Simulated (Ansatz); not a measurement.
# C5H13Cl2NOZr: one species, many methods

An exercise on one series of results from a longer session: the logs are not shown, and one member is left open.

Program: Ansatz 0.2.0, Gaussian basis. Level of theory: functionals in def2-TZVPP, the program's frozen cores in correlated methods. These are calculated values, not measurements.

Levels to be run: LDA (SPW92), PBE-D4, revPBE-D4, BLYP-D4, r2SCAN-D4, B97M-V, PBE0-D4, B3LYP-D4, r2SCANh-D4, r2SCAN0-D4, HSE06-D4, BHLYP-D4, CAM-B3LYP-D4, LC-ωPBE, ωB97X-V, ωB97M-V, B2PLYP, PBE-QIDH; CCSD(T)/def2-SVP; CCSD(T)/def2-TZVPP; MP2/def2-QZVPP; extrapolation to the limit; RPA on PBE.

## The relaxed structure

All runs share one geometry, relaxed beforehand with PBE0-D4 in a triple-zeta def2 set. Zr takes the def2 core potential; no spin-orbit term is included.

SMILES `C[O][Zr]([Cl])([Cl])[NH]C(C)(C)C`, 23 atoms, charge 0, spin multiplicity 1.

Atoms are counted from 1 here; the program's logs count them from 0.

Bond lengths: C1–O2 1.393 Å, C1–H11 1.094 Å, C1–H12 1.094 Å, C1–H13 1.094 Å, O2–Zr3 1.885 Å, Zr3–Cl4 2.374 Å, Zr3–Cl5 2.374 Å, Zr3–N6 2.003 Å, N6–C7 1.461 Å, N6–H14 1.021 Å, C7–C8 1.527 Å, C7–C9 1.528 Å, C7–C10 1.522 Å, C8–H15 1.094 Å, C8–H16 1.092 Å, C8–H17 1.093 Å, C9–H18 1.093 Å, C9–H19 1.094 Å and more. Angles: O2–C1–H11 110.2°, O2–C1–H12 109.8°, O2–C1–H13 110.2°, H11–C1–H12 108.8°, H11–C1–H13 108.9°, H12–C1–H13 108.8°, C1–O2–Zr3 175.0°, O2–Zr3–Cl4 111.3°, O2–Zr3–Cl5 111.3°, O2–Zr3–N6 108.3°, Cl4–Zr3–Cl5 109.9°, Cl4–Zr3–N6 108.0°, Cl5–Zr3–N6 107.9°, Zr3–N6–C7 141.2°, Zr3–N6–H14 109.9°, C7–N6–H14 108.9°, N6–C7–C8 109.2°, N6–C7–C9 109.2° and more.

Coordinates:

```
C     2.1795   -1.6237   -2.2960
O     0.9405   -1.0026   -2.1547
Zr   -0.7602   -0.1909   -2.1220
Cl   -2.4653   -1.7410   -2.6919
Cl   -0.8500    1.6804   -3.5796
N    -1.1126    0.4597   -0.2611
C    -0.4963    0.5099    1.0632
C    -1.3900   -0.2236    2.0614
C    -0.3319    1.9684    1.4862
C     0.8672   -0.1635    1.0053
H     2.0497   -2.6515   -2.6465
H     2.6969   -1.6425   -1.3318
H     2.7960   -1.0786   -3.0163
H    -2.0285    0.9085   -0.2175
H    -2.3785    0.2415    2.1104
H    -1.5204   -1.2660    1.7635
H    -0.9572   -0.1986    3.0647
H     0.1228    2.0387    2.4776
H    -1.3020    2.4717    1.5253
H     0.2991    2.5040    0.7741
H     0.7741   -1.2093    0.7022
H     1.3421   -0.1359    1.9879
H     1.5246    0.3449    0.2958
```

Set-up of the first run:

The input, in.yaml:

```yaml
crystal:
  periodic: [false, false, false]
  atoms:
    - {symbol: C, position_ang: [2.179528, -1.623701, -2.296015]}
    - {symbol: O, position_ang: [0.940495, -1.002575, -2.154727]}
    - {symbol: Zr, position_ang: [-0.760154, -0.190864, -2.122016]}
    - {symbol: Cl, position_ang: [-2.465285, -1.740994, -2.691916]}
    - {symbol: Cl, position_ang: [-0.850002, 1.680392, -3.579604]}
    - {symbol: N, position_ang: [-1.112555, 0.459700, -0.261057]}
    - {symbol: C, position_ang: [-0.496274, 0.509856, 1.063158]}
    - {symbol: C, position_ang: [-1.389960, -0.223641, 2.061385]}
    - {symbol: C, position_ang: [-0.331938, 1.968398, 1.486248]}
    - {symbol: C, position_ang: [0.867193, -0.163498, 1.005318]}
    - {symbol: H, position_ang: [2.049723, -2.651482, -2.646518]}
    - {symbol: H, position_ang: [2.696947, -1.642515, -1.331826]}
    - {symbol: H, position_ang: [2.795994, -1.078569, -3.016314]}
    - {symbol: H, position_ang: [-2.028465, 0.908500, -0.217544]}
    - {symbol: H, position_ang: [-2.378483, 0.241487, 2.110407]}
    - {symbol: H, position_ang: [-1.520391, -1.265983, 1.763454]}
    - {symbol: H, position_ang: [-0.957208, -0.198607, 3.064736]}
    - {symbol: H, position_ang: [0.122831, 2.038675, 2.477649]}
    - {symbol: H, position_ang: [-1.302013, 2.471673, 1.525291]}
    - {symbol: H, position_ang: [0.299073, 2.504026, 0.774081]}
    - {symbol: H, position_ang: [0.774147, -1.209325, 0.702194]}
    - {symbol: H, position_ang: [1.342146, -0.135880, 1.987876]}
    - {symbol: H, position_ang: [1.524632, 0.344927, 0.295752]}
basis:
  gaussian: {orbitals: def2-TZVPP}
hamiltonian: {xc: lda}
output: {orbitals: {seedname: orbitals}}
```

Command:

```bash
ansatz run in.yaml --threads 4 --pin off --events-out ev --progress --plain --max-ram 66560MiB --backend cuda --devices 0, --max-vram 37GiB
```

Steps of the session up to this table: LDA; PBE-D4 (GGA); revPBE-D4 (GGA); BLYP-D4 (GGA); r2SCAN-D4 (meta-GGA); B97M-V (meta-GGA); B3LYP-D4 (hybrid); r2SCANh-D4 (hybrid); r2SCAN0-D4 (hybrid); HSE06-D4 (hybrid); BHLYP-D4 (hybrid); CAM-B3LYP-D4 (range-separated); LC-ωPBE (range-separated); ωB97X-V (range-separated); ωB97M-V (range-separated); B2PLYP (double hybrid); PBE-QIDH (double hybrid).

One of the session's tables, all rows but one given; the rest of the session is left out.

It belongs to the step «Frontier levels by functional». 

```
  functional  HOMO (eV)  gap (eV)
 LDA (SPW92)      -6.14      4.01
      PBE-D4      -5.96      4.05
   revPBE-D4      -5.89      4.06
     BLYP-D4      -5.82      4.04
   r2SCAN-D4      -6.23      4.48
      B97M-V      -6.33      4.60
     PBE0-D4      -7.25      6.18
    B3LYP-D4      -7.02      5.74
  r2SCANh-D4      -6.71      5.28
  r2SCAN0-D4      -7.44      6.49
    HSE06-D4      -6.85      5.41
    BHLYP-D4      -8.45      8.39
CAM-B3LYP-D4          ?         ?
     LC-ωPBE      -9.96     11.17
     ωB97X-V      -9.61     10.72
     ωB97M-V      -9.52     10.45
```

Q: Estimate the row for CAM-B3LYP-D4 from the others.

**Answer.** HOMO (eV): -8.61; gap (eV): 8.66. In the column «HOMO (eV)» it lies between ωB97M-V (-9.52) and BHLYP-D4 (-8.45).
